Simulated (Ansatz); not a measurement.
# Ag+ with H2S: interaction against distance, part 2 of 3

Ansatz 0.2.0, Gaussian basis.

## Step 7: B moved by +0.12 Å, CCSD(T)/def2-TZVPPD

The inputs:

ab/in.yaml

```yaml
crystal:
  periodic: [false, false, false]
  atoms:
    - {symbol: Ag, position_ang: [-0.146262, -0.090382, -1.966860]}
    - {symbol: S, position_ang: [0.167622, -0.522062, 0.536106]}
    - {symbol: H, position_ang: [-0.947966, 0.092425, 0.978615]}
    - {symbol: H, position_ang: [0.953619, 0.536880, 0.816801]}
basis:
  gaussian: {orbitals: "def2-TZVPPD.json"}
total_charge: 1
correlation: {method: ccsd_t}
```

a/in.yaml

```yaml
crystal:
  periodic: [false, false, false]
  atoms:
    - {symbol: Ag, position_ang: [-0.146262, -0.090382, -1.966860]}
basis:
  gaussian:
    orbitals: "def2-TZVPPD.json"
    ghost_atoms:
      - {symbol: S, position_ang: [0.167622, -0.522062, 0.536106]}
      - {symbol: H, position_ang: [-0.947966, 0.092425, 0.978615]}
      - {symbol: H, position_ang: [0.953619, 0.536880, 0.816801]}
total_charge: 1
correlation: {method: ccsd_t}
```

b/in.yaml

```yaml
crystal:
  periodic: [false, false, false]
  atoms:
    - {symbol: S, position_ang: [0.167622, -0.522062, 0.536106]}
    - {symbol: H, position_ang: [-0.947966, 0.092425, 0.978615]}
    - {symbol: H, position_ang: [0.953619, 0.536880, 0.816801]}
basis:
  gaussian:
    orbitals: "def2-TZVPPD.json"
    ghost_atoms:
      - {symbol: Ag, position_ang: [-0.146262, -0.090382, -1.966860]}
correlation: {method: ccsd_t}
```

One command serves all of them, each in its own folder.

The run is started by

```bash
ansatz run in.yaml --threads 2 --pin off --events-out ev --progress --plain --max-ram 5222MiB
```

ab printed (excerpt; [...] marks lines left out):

```text
Functional definition: HF
  name "HF"
  cite "Fock, Z. Phys. 61, 126 (1930) doi:10.1007/BF01340294"
  parent pbe
[...]
867 factors; integrals over basis functions are off by at most 9.6e-4 eV
[...]
mean field -14820.01596131 eV, -544.6255412105 hartree, gradient 1.4e-6 eV, S^2 0.000000; 0 other end points of the search recorded, 0 dependent functions left out
5 core orbitals not correlated: weight in the atoms' cores, before any rotation towards them, 1.000 or more for the frozen orbitals, at most 0.000 for the correlated occupied ones
reference -14820.01596131 eV, -544.6255412105 hartree; 13, 13 occupied and 123, 123 virtual orbitals, 867 factors
second order -22.53864789 eV of doubles, -0.00000000 eV of singles
cycle   1  -21.83392461 eV  change    7.0e-1 eV  update   9.1e-2
[...]
cycle  11  -22.37226921 eV  change    4.4e-6 eV  update   1.2e-5
perturbative correction -0.69801005 eV, -0.0256513963 hartree
Total energy: -14843.08624058 eV, -545.4733583360 hartree
```

Output in a (excerpt; [...] marks lines left out):

```text
[... 4 set-up lines as earlier in the session ...]
[...]
870 factors; integrals over basis functions are off by at most 9.3e-4 eV
[...]
mean field -3969.68795824 eV, -145.8833417142 hartree, gradient 8.4e-7 eV, S^2 0.000000; 0 other end points of the search recorded, 0 dependent functions left out
reference -3969.68795824 eV, -145.8833417142 hartree; 9, 9 occupied and 132, 132 virtual orbitals, 870 factors
second order -16.75668921 eV of doubles, -0.00000000 eV of singles
cycle   1  -15.80102907 eV  change    9.6e-1 eV  update   5.9e-2
[...]
cycle   7  -16.09015872 eV  change   -1.4e-7 eV  update   1.3e-5
perturbative correction -0.40308029 eV, -0.0148129276 hartree
Total energy: -3986.18119726 eV, -146.4894570686 hartree
```

b printed (excerpt; [...] marks lines left out):

```text
[... 4 set-up lines as earlier in the session ...]
[...]
867 factors; integrals over basis functions are off by at most 9.4e-4 eV
[...]
mean field -10849.40827364 eV, -398.7084000631 hartree, gradient 8.2e-6 eV, S^2 0.000000; 0 other end points of the search recorded, 0 dependent functions left out
5 core orbitals not correlated: weight in the atoms' cores, before any rotation towards them, 1.000 or more for the frozen orbitals, at most 0.000 for the correlated occupied ones
reference -10849.40827364 eV, -398.7084000631 hartree; 4, 4 occupied and 132, 132 virtual orbitals, 867 factors
second order -5.24871034 eV of doubles, -0.00000000 eV of singles
cycle   1  -5.72602308 eV  change   -4.8e-1 eV  update   5.0e-2
[...]
cycle   9  -5.90674356 eV  change    2.8e-6 eV  update   3.6e-6
perturbative correction -0.22864485 eV, -0.0084025432 hartree
Total energy: -10855.54366204 eV, -398.9338714283 hartree
```

Wall times: 9 s (ab), 5 s (a), 2.6 s (b) on 2 threads of Arm Neoverse V1, shared host; peak memory 0.67 GiB.

This point gives -131.35 kJ/mol.

## Step 8: B moved by +0.29 Å, wB97M-V/def2-TZVPPD

Contents of ab/in.yaml:

```yaml
crystal:
  periodic: [false, false, false]
  atoms:
    - {symbol: Ag, position_ang: [-0.146262, -0.090382, -1.966860]}
    - {symbol: S, position_ang: [0.180275, -0.514240, 0.706281]}
    - {symbol: H, position_ang: [-0.935313, 0.100247, 1.148790]}
    - {symbol: H, position_ang: [0.966272, 0.544703, 0.986976]}
basis:
  gaussian: {orbitals: "def2-TZVPPD.json"}
total_charge: 1
hamiltonian: {xc: {name: wB97M-V}}
```

Contents of a/in.yaml:

```yaml
crystal:
  periodic: [false, false, false]
  atoms:
    - {symbol: Ag, position_ang: [-0.146262, -0.090382, -1.966860]}
basis:
  gaussian:
    orbitals: "def2-TZVPPD.json"
    ghost_atoms:
      - {symbol: S, position_ang: [0.180275, -0.514240, 0.706281]}
      - {symbol: H, position_ang: [-0.935313, 0.100247, 1.148790]}
      - {symbol: H, position_ang: [0.966272, 0.544703, 0.986976]}
total_charge: 1
hamiltonian: {xc: {name: wB97M-V}}
```

Contents of b/in.yaml:

```yaml
crystal:
  periodic: [false, false, false]
  atoms:
    - {symbol: S, position_ang: [0.180275, -0.514240, 0.706281]}
    - {symbol: H, position_ang: [-0.935313, 0.100247, 1.148790]}
    - {symbol: H, position_ang: [0.966272, 0.544703, 0.986976]}
basis:
  gaussian:
    orbitals: "def2-TZVPPD.json"
    ghost_atoms:
      - {symbol: Ag, position_ang: [-0.146262, -0.090382, -1.966860]}
hamiltonian: {xc: {name: wB97M-V}}
```

Each run has its own folder and the same command.

The run is started by

```bash
ansatz run in.yaml --threads 2 --pin off --events-out ev --progress --plain --max-ram 5222MiB
```

Output in ab (excerpt; [...] marks lines left out):

```text
[... 5 set-up lines as earlier in the session ...]
  # Of w^i u^j: cxij and so on, Table III.
[...]
  gx(w, u) = 1 - cx + cx01*u + cx10*w
[...]
      + integral(e_c_pw_mod_opposite_spin*gos(b97_w_opposite, b97_u_opposite)) + vv10(b, c)
793 factors; their error is unknown
181 factors; integrals over basis functions are off by at most 3.8e-5 eV
[...]
mean field -14858.96159785 eV, -546.0567669551 hartree, gradient 1.9e-5 eV, S^2 0.000000; 0 other end points of the search recorded, 0 dependent functions left out
reference -14858.96165143 eV, -546.0567689241 hartree; 18, 18 occupied and 123, 123 virtual orbitals, 793 factors
Total energy: -14858.96165143 eV, -546.0567689241 hartree
```

Log of a (excerpt; [...] marks lines left out):

```text
[... 5 set-up lines as earlier in the session ...]
  # Of w^i u^j: cxij and so on, Table III.
[...]
  gx(w, u) = 1 - cx + cx01*u + cx10*w
[...]
      + integral(e_c_pw_mod_opposite_spin*gos(b97_w_opposite, b97_u_opposite)) + vv10(b, c)
776 factors; their error is unknown
176 factors; integrals over basis functions are off by at most 3.8e-5 eV
[...]
mean field -3990.02468465 eV, -146.6307026249 hartree, gradient 6.0e-6 eV, S^2 0.000000; 0 other end points of the search recorded, 0 dependent functions left out
reference -3990.02470920 eV, -146.6307035272 hartree; 9, 9 occupied and 132, 132 virtual orbitals, 776 factors
Total energy: -3990.02470920 eV, -146.6307035272 hartree
```

Log of b (excerpt; [...] marks lines left out):

```text
[... 5 set-up lines as earlier in the session ...]
  # Of w^i u^j: cxij and so on, Table III.
[...]
  gx(w, u) = 1 - cx + cx01*u + cx10*w
[...]
      + integral(e_c_pw_mod_opposite_spin*gos(b97_w_opposite, b97_u_opposite)) + vv10(b, c)
735 factors; their error is unknown
161 factors; integrals over basis functions are off by at most 5.3e-5 eV
[...]
mean field -10867.54402385 eV, -399.3748765905 hartree, gradient 1.2e-5 eV, S^2 0.000000; 0 other end points of the search recorded, 0 dependent functions left out
reference -10867.54409187 eV, -399.3748790902 hartree; 9, 9 occupied and 132, 132 virtual orbitals, 735 factors
Total energy: -10867.54409187 eV, -399.3748790902 hartree
```

Times: 6.5 s (ab), 4.5 s (a), 4.9 s (b) on 2 threads of Arm Neoverse V1, shared host; peak memory 0.31 GiB.

This point gives -134.39 kJ/mol.

## Step 9: B moved by +0.29 Å, CCSD(T)/def2-TZVPPD

The same edit goes into each in.yaml of step 8 (ab, a, b):

```diff
-hamiltonian: {xc: {name: wB97M-V}}
+correlation: {method: ccsd_t}
```

The same command starts each run, in its folder.

The run is started by

```bash
ansatz run in.yaml --threads 2 --pin off --events-out ev --progress --plain --max-ram 5222MiB
```

Output in ab (excerpt; [...] marks lines left out):

```text
[... 4 set-up lines as earlier in the session ...]
[...]
866 factors; integrals over basis functions are off by at most 9.7e-4 eV
[...]
mean field -14820.02324016 eV, -544.6258087033 hartree, gradient 1.1e-6 eV, S^2 0.000000; 0 other end points of the search recorded, 0 dependent functions left out
5 core orbitals not correlated: weight in the atoms' cores, before any rotation towards them, 1.000 or more for the frozen orbitals, at most 0.000 for the correlated occupied ones
reference -14820.02324016 eV, -544.6258087033 hartree; 13, 13 occupied and 123, 123 virtual orbitals, 866 factors
second order -22.39436561 eV of doubles, -0.00000000 eV of singles
cycle   1  -21.75106208 eV  change    6.4e-1 eV  update   8.8e-2
[...]
cycle  11  -22.27372068 eV  change   -9.2e-6 eV  update   1.3e-5
perturbative correction -0.68374706 eV, -0.0251272409 hartree
Total energy: -14842.98070789 eV, -545.4694800813 hartree
```

Output in a (excerpt; [...] marks lines left out):

```text
[... 4 set-up lines as earlier in the session ...]
[...]
869 factors; integrals over basis functions are off by at most 9.5e-4 eV
[...]
mean field -3969.68772540 eV, -145.8833331573 hartree, gradient 8.3e-7 eV, S^2 0.000000; 0 other end points of the search recorded, 0 dependent functions left out
reference -3969.68772540 eV, -145.8833331573 hartree; 9, 9 occupied and 132, 132 virtual orbitals, 869 factors
second order -16.74864771 eV of doubles, -0.00000000 eV of singles
cycle   1  -15.79480748 eV  change    9.5e-1 eV  update   5.9e-2
[...]
cycle   7  -16.08301934 eV  change    3.9e-7 eV  update   1.1e-5
perturbative correction -0.40136098 eV, -0.0147497439 hartree
Total energy: -3986.17210572 eV, -146.4891229606 hartree
```

Log of b (excerpt; [...] marks lines left out):

```text
[... 4 set-up lines as earlier in the session ...]
[...]
866 factors; integrals over basis functions are off by at most 9.6e-4 eV
[...]
mean field -10849.40808007 eV, -398.7083929495 hartree, gradient 8.6e-6 eV, S^2 0.000000; 0 other end points of the search recorded, 0 dependent functions left out
5 core orbitals not correlated: weight in the atoms' cores, before any rotation towards them, 1.000 or more for the frozen orbitals, at most 0.000 for the correlated occupied ones
reference -10849.40808007 eV, -398.7083929495 hartree; 4, 4 occupied and 132, 132 virtual orbitals, 866 factors
second order -5.24548889 eV of doubles, -0.00000000 eV of singles
cycle   1  -5.72330278 eV  change   -4.8e-1 eV  update   5.0e-2
[...]
cycle   9  -5.90398968 eV  change    2.8e-6 eV  update   3.6e-6
perturbative correction -0.22831315 eV, -0.0083903536 hartree
Total energy: -10855.54038290 eV, -398.9337509219 hartree
```

They took 9 s (ab), 4.8 s (a), 2.6 s (b) on 2 threads of Arm Neoverse V1, shared host; peak memory 0.67 GiB.

ab − a − b = -122.36 kJ/mol.

## Step 10: B moved by +0.61 Å, wB97M-V/def2-TZVPPD

Contents of ab/in.yaml:

```yaml
crystal:
  periodic: [false, false, false]
  atoms:
    - {symbol: Ag, position_ang: [-0.146262, -0.090382, -1.966860]}
    - {symbol: S, position_ang: [0.203772, -0.499714, 1.022320]}
    - {symbol: H, position_ang: [-0.911815, 0.114774, 1.464829]}
    - {symbol: H, position_ang: [0.989770, 0.559229, 1.303015]}
basis:
  gaussian: {orbitals: "def2-TZVPPD.json"}
total_charge: 1
hamiltonian: {xc: {name: wB97M-V}}
```

Contents of a/in.yaml:

```yaml
crystal:
  periodic: [false, false, false]
  atoms:
    - {symbol: Ag, position_ang: [-0.146262, -0.090382, -1.966860]}
basis:
  gaussian:
    orbitals: "def2-TZVPPD.json"
    ghost_atoms:
      - {symbol: S, position_ang: [0.203772, -0.499714, 1.022320]}
      - {symbol: H, position_ang: [-0.911815, 0.114774, 1.464829]}
      - {symbol: H, position_ang: [0.989770, 0.559229, 1.303015]}
total_charge: 1
hamiltonian: {xc: {name: wB97M-V}}
```

Contents of b/in.yaml:

```yaml
crystal:
  periodic: [false, false, false]
  atoms:
    - {symbol: S, position_ang: [0.203772, -0.499714, 1.022320]}
    - {symbol: H, position_ang: [-0.911815, 0.114774, 1.464829]}
    - {symbol: H, position_ang: [0.989770, 0.559229, 1.303015]}
basis:
  gaussian:
    orbitals: "def2-TZVPPD.json"
    ghost_atoms:
      - {symbol: Ag, position_ang: [-0.146262, -0.090382, -1.966860]}
hamiltonian: {xc: {name: wB97M-V}}
```

Each run has its own folder and the same command.

The run is started by

```bash
ansatz run in.yaml --threads 2 --pin off --events-out ev --progress --plain --max-ram 5222MiB
```

ab printed (excerpt; [...] marks lines left out):

```text
[... 5 set-up lines as earlier in the session ...]
  # Of w^i u^j: cxij and so on, Table III.
[...]
  gx(w, u) = 1 - cx + cx01*u + cx10*w
[...]
      + integral(e_c_pw_mod_opposite_spin*gos(b97_w_opposite, b97_u_opposite)) + vv10(b, c)
793 factors; their error is unknown
181 factors; integrals over basis functions are off by at most 4.3e-5 eV
[...]
mean field -14858.67858485 eV, -546.0463664190 hartree, gradient 7.5e-5 eV, S^2 0.000000; 0 other end points of the search recorded, 0 dependent functions left out
reference -14858.67864431 eV, -546.0463686044 hartree; 18, 18 occupied and 123, 123 virtual orbitals, 793 factors
Total energy: -14858.67864431 eV, -546.0463686044 hartree
```

Output in a (excerpt; [...] marks lines left out):

```text
[... 5 set-up lines as earlier in the session ...]
  # Of w^i u^j: cxij and so on, Table III.
[...]
  gx(w, u) = 1 - cx + cx01*u + cx10*w
[...]
      + integral(e_c_pw_mod_opposite_spin*gos(b97_w_opposite, b97_u_opposite)) + vv10(b, c)
776 factors; their error is unknown
176 factors; integrals over basis functions are off by at most 4.2e-5 eV
[...]
mean field -3990.02446509 eV, -146.6306945562 hartree, gradient 1.6e-5 eV, S^2 0.000000; 0 other end points of the search recorded, 0 dependent functions left out
reference -3990.02448856 eV, -146.6306954187 hartree; 9, 9 occupied and 132, 132 virtual orbitals, 776 factors
Total energy: -3990.02448856 eV, -146.6306954187 hartree
```

Output in b (excerpt; [...] marks lines left out):

```text
[... 5 set-up lines as earlier in the session ...]
  # Of w^i u^j: cxij and so on, Table III.
[...]
  gx(w, u) = 1 - cx + cx01*u + cx10*w
[...]
      + integral(e_c_pw_mod_opposite_spin*gos(b97_w_opposite, b97_u_opposite)) + vv10(b, c)
735 factors; their error is unknown
161 factors; integrals over basis functions are off by at most 6.4e-5 eV
[...]
mean field -10867.54338925 eV, -399.3748532695 hartree, gradient 1.2e-5 eV, S^2 0.000000; 0 other end points of the search recorded, 0 dependent functions left out
reference -10867.54345606 eV, -399.3748557248 hartree; 9, 9 occupied and 132, 132 virtual orbitals, 735 factors
Total energy: -10867.54345606 eV, -399.3748557248 hartree
```

They took 6 s (ab), 4.4 s (a), 4.5 s (b) on 2 threads of Arm Neoverse V1, shared host; peak memory 0.31 GiB.

ab − a − b = -107.17 kJ/mol.

## Step 11: B moved by +0.61 Å, CCSD(T)/def2-TZVPPD

Each input of step 10 (ab, a, b) changes in the same lines:

```diff
-hamiltonian: {xc: {name: wB97M-V}}
+correlation: {method: ccsd_t}
```

The same command starts each run, in its folder.

The run is started by

```bash
ansatz run in.yaml --threads 2 --pin off --events-out ev --progress --plain --max-ram 5222MiB
```

ab printed (excerpt; [...] marks lines left out):

```text
[... 4 set-up lines as earlier in the session ...]
[...]
866 factors; integrals over basis functions are off by at most 8.1e-4 eV
[...]
mean field -14819.89131467 eV, -544.6209605311 hartree, gradient 2.4e-6 eV, S^2 0.000000; 0 other end points of the search recorded, 0 dependent functions left out
5 core orbitals not correlated: weight in the atoms' cores, before any rotation towards them, 1.000 or more for the frozen orbitals, at most 0.000 for the correlated occupied ones
reference -14819.89131467 eV, -544.6209605311 hartree; 13, 13 occupied and 123, 123 virtual orbitals, 866 factors
second order -22.21547265 eV of doubles, -0.00000000 eV of singles
cycle   1  -21.64482565 eV  change    5.7e-1 eV  update   8.5e-2
[...]
cycle  12  -22.14703098 eV  change   -1.8e-5 eV  update   5.0e-6
perturbative correction -0.66458846 eV, -0.0244231753 hartree
Total energy: -14842.70293411 eV, -545.4592720831 hartree
```

Output in a (excerpt; [...] marks lines left out):

```text
[... 4 set-up lines as earlier in the session ...]
[...]
869 factors; integrals over basis functions are off by at most 8.0e-4 eV
[...]
mean field -3969.68743195 eV, -145.8833223734 hartree, gradient 7.8e-7 eV, S^2 0.000000; 0 other end points of the search recorded, 0 dependent functions left out
reference -3969.68743195 eV, -145.8833223734 hartree; 9, 9 occupied and 132, 132 virtual orbitals, 869 factors
second order -16.73836195 eV of doubles, -0.00000000 eV of singles
cycle   1  -15.78700715 eV  change    9.5e-1 eV  update   5.8e-2
[...]
cycle   7  -16.07395999 eV  change    1.8e-6 eV  update   9.8e-6
perturbative correction -0.39926312 eV, -0.0146726492 hartree
Total energy: -3986.16065506 eV, -146.4887021568 hartree
```

Log of b (excerpt; [...] marks lines left out):

```text
[... 4 set-up lines as earlier in the session ...]
[...]
866 factors; integrals over basis functions are off by at most 8.0e-4 eV
[...]
mean field -10849.40772669 eV, -398.7083799631 hartree, gradient 7.9e-6 eV, S^2 0.000000; 0 other end points of the search recorded, 0 dependent functions left out
5 core orbitals not correlated: weight in the atoms' cores, before any rotation towards them, 1.000 or more for the frozen orbitals, at most 0.000 for the correlated occupied ones
reference -10849.40772669 eV, -398.7083799631 hartree; 4, 4 occupied and 132, 132 virtual orbitals, 866 factors
second order -5.24144836 eV of doubles, -0.00000000 eV of singles
cycle   1  -5.71972934 eV  change   -4.8e-1 eV  update   5.0e-2
[...]
cycle   9  -5.90033287 eV  change    2.8e-6 eV  update   3.7e-6
perturbative correction -0.22787811 eV, -0.0083743662 hartree
Total energy: -10855.53593767 eV, -398.9335875627 hartree
```

Times: 9.5 s (ab), 4.8 s (a), 2.7 s (b) on 2 threads of Arm Neoverse V1, shared host; peak memory 0.67 GiB.

Interaction: -97.10 kJ/mol.

## Step 12: B moved by +1.22 Å, wB97M-V/def2-TZVPPD

Contents of ab/in.yaml:

```yaml
crystal:
  periodic: [false, false, false]
  atoms:
    - {symbol: Ag, position_ang: [-0.146262, -0.090382, -1.966860]}
    - {symbol: S, position_ang: [0.248960, -0.471778, 1.630088]}
    - {symbol: H, position_ang: [-0.866627, 0.142710, 2.072597]}
    - {symbol: H, position_ang: [1.034958, 0.587165, 1.910782]}
basis:
  gaussian: {orbitals: "def2-TZVPPD.json"}
total_charge: 1
hamiltonian: {xc: {name: wB97M-V}}
```

Contents of a/in.yaml:

```yaml
crystal:
  periodic: [false, false, false]
  atoms:
    - {symbol: Ag, position_ang: [-0.146262, -0.090382, -1.966860]}
basis:
  gaussian:
    orbitals: "def2-TZVPPD.json"
    ghost_atoms:
      - {symbol: S, position_ang: [0.248960, -0.471778, 1.630088]}
      - {symbol: H, position_ang: [-0.866627, 0.142710, 2.072597]}
      - {symbol: H, position_ang: [1.034958, 0.587165, 1.910782]}
total_charge: 1
hamiltonian: {xc: {name: wB97M-V}}
```

Contents of b/in.yaml:

```yaml
crystal:
  periodic: [false, false, false]
  atoms:
    - {symbol: S, position_ang: [0.248960, -0.471778, 1.630088]}
    - {symbol: H, position_ang: [-0.866627, 0.142710, 2.072597]}
    - {symbol: H, position_ang: [1.034958, 0.587165, 1.910782]}
basis:
  gaussian:
    orbitals: "def2-TZVPPD.json"
    ghost_atoms:
      - {symbol: Ag, position_ang: [-0.146262, -0.090382, -1.966860]}
hamiltonian: {xc: {name: wB97M-V}}
```

Each run has its own folder and the same command.

The run is started by

```bash
ansatz run in.yaml --threads 2 --pin off --events-out ev --progress --plain --max-ram 5222MiB
```

Output in ab (excerpt; [...] marks lines left out):

```text
[... 5 set-up lines as earlier in the session ...]
  # Of w^i u^j: cxij and so on, Table III.
[...]
  gx(w, u) = 1 - cx + cx01*u + cx10*w
[...]
      + integral(e_c_pw_mod_opposite_spin*gos(b97_w_opposite, b97_u_opposite)) + vv10(b, c)
793 factors; their error is unknown
181 factors; integrals over basis functions are off by at most 6.6e-5 eV
[...]
mean field -14858.19549190 eV, -546.0286130806 hartree, gradient 3.2e-5 eV, S^2 0.000000; 0 other end points of the search recorded, 0 dependent functions left out
reference -14858.19556077 eV, -546.0286156116 hartree; 18, 18 occupied and 123, 123 virtual orbitals, 793 factors
Total energy: -14858.19556077 eV, -546.0286156116 hartree
```

a printed (excerpt; [...] marks lines left out):

```text
[... 5 set-up lines as earlier in the session ...]
  # Of w^i u^j: cxij and so on, Table III.
[...]
  gx(w, u) = 1 - cx + cx01*u + cx10*w
[...]
      + integral(e_c_pw_mod_opposite_spin*gos(b97_w_opposite, b97_u_opposite)) + vv10(b, c)
776 factors; their error is unknown
176 factors; integrals over basis functions are off by at most 6.0e-5 eV
[...]
mean field -3990.02399565 eV, -146.6306773047 hartree, gradient 1.0e-5 eV, S^2 0.000000; 0 other end points of the search recorded, 0 dependent functions left out
reference -3990.02401813 eV, -146.6306781309 hartree; 9, 9 occupied and 132, 132 virtual orbitals, 776 factors
Total energy: -3990.02401813 eV, -146.6306781309 hartree
```

b printed (excerpt; [...] marks lines left out):

```text
[... 5 set-up lines as earlier in the session ...]
  # Of w^i u^j: cxij and so on, Table III.
[...]
  gx(w, u) = 1 - cx + cx01*u + cx10*w
[...]
      + integral(e_c_pw_mod_opposite_spin*gos(b97_w_opposite, b97_u_opposite)) + vv10(b, c)
735 factors; their error is unknown
162 factors; integrals over basis functions are off by at most 7.6e-5 eV
[...]
mean field -10867.54230939 eV, -399.3748135852 hartree, gradient 7.8e-5 eV, S^2 0.000000; 0 other end points of the search recorded, 0 dependent functions left out
reference -10867.54237446 eV, -399.3748159767 hartree; 9, 9 occupied and 132, 132 virtual orbitals, 735 factors
Total energy: -10867.54237446 eV, -399.3748159767 hartree
```

Wall times: 6.5 s (ab), 4.3 s (a), 4.3 s (b) on 2 threads of Arm Neoverse V1, shared host; peak memory 0.31 GiB.

ab − a − b = -60.71 kJ/mol.

(Continued in part 3 of 3.)
